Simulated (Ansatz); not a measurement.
# Sn2Ru (MoSi2 type): a single-point run

The task is a single-point run on Sn2Ru (MoSi2 type). The structure is shown as the input types it.

Computed with Ansatz 0.2.0 (DFT PBEsol, scalar-relativistic, plane waves, PAW, unless a step's input says otherwise).

## 1. Starting point

It takes space group I4/mmm (No. 139, tetragonal). The conventional cell has a = 3.158 Å, b = 3.158 Å, c = 12.022 Å, α = 90.00°, β = 90.00°, γ = 90.00°. Around Ru (site symmetry 4/mmm) lie 8 Sn at 2.78 Å and 4 Ru at 3.16 Å. Around Sn (site symmetry 4mm) lie 4 Ru at 2.78 Å and 4 Sn at 3.16 Å.

Structure file:

```cif
data_structure
_symmetry_space_group_name_H-M 'P 1'
_symmetry_Int_Tables_number 1
_cell_length_a 6.4123
_cell_length_b 6.4123
_cell_length_c 6.4123
_cell_angle_alpha 151.490
_cell_angle_beta 151.490
_cell_angle_gamma 40.759
_cell_volume 59.95
loop_
_atom_site_label
_atom_site_type_symbol
_atom_site_fract_x
_atom_site_fract_y
_atom_site_fract_z
_atom_site_occupancy
Ru1 Ru 0.00000 0.00000 0.00000 1
Sn1 Sn 0.36213 0.36213 0.00000 1
Sn2 Sn 0.63787 0.63787 0.00000 1
```

## 2. Input and run

input.yaml

```yaml
crystal:
  lattice:
    - [-1.578988828, 1.578988828, 6.0109680368]
    - [1.578988828, -1.578988828, 6.0109680368]
    - [1.578988828, 1.578988828, -6.0109680368]
  atoms:
    - { symbol: Ru, position: [0.0, 0.0, 0.0] }
    - { symbol: Sn, position: [0.3621263519, 0.3621263519, 0.0] }
    - { symbol: Sn, position: [0.6378736481, 0.6378736481, 0.0] }
basis:
  ecutwfc: 420
  ecutrho_ratio: 4
kpoints:
  mp_grid: { grid: [1, 1, 1] }
hamiltonian:
  xc: pbesol
scf:
  occupations: { method: gaussian, width: 0.05 }
  max_iter: 100
output:
  forces: true
  stress: true
```

Launch:

```bash
$ ansatz run input.yaml --threads 4 --pin off --max-ram 4096MiB --backend cpu --events-out ev --progress --plain --runs-dir out
```

Q: Will this input give a usable result? If not, why, and what should change?

This run ends as converged. It gives a pressure of -18 GPa and a largest force of 3.0 eV/Å, which is large.

The suspect setting: kpoints.mp_grid.grid is [1, 1, 1]. Band dispersion is ignored when only one k-point is used.

Run again and compare: set kpoints.mp_grid.grid to [12, 12, 12].
